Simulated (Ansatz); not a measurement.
FeAu:

```
Au Fe
1.0
     1.41175    0.81507    4.46945
    -1.41175    0.81507    4.46945
     0.00000   -1.63015    4.46945
Au Fe
1 1
Direct
  0.00000 0.00000 0.00000
  0.50000 0.50000 0.50000
```

The cell comes from a database or a generator and needn't be the stable form of this composition.

Base run:

| Property | Result |
| --- | --- |
| Program | Ansatz 0.2.0 |
| Functional | PBE |
| Potentials or basis | Ansatz PAW |
| Cutoff | 420 eV (not typed: the program's choice for these potentials) |
| k mesh | 9 × 9 × 9 |
| Occupations | fermi-dirac, width 0.05 eV |
| Spin | collinear spin, ferromagnetic start |
| Starting moments | [0.0, 0.8] μB |
| Fixed moment | 0.8 μB |

Its results: pressure -8.9 GPa; site moments Au -0.05; Fe +0.92 μB.

Q: The run is repeated on the same cell with these changes: fixed moment from 0.8 μB to 3.8 μB; moments at the start from [0.0, 0.8] to [0.0, 3.8]. What comes out?

A: Pressure 4.7 GPa; site moments Au +0.30; Fe +3.38 μB.

Caveats: the total moment is fixed, so each spin has its own Fermi level; the thresholds are loose for stress.
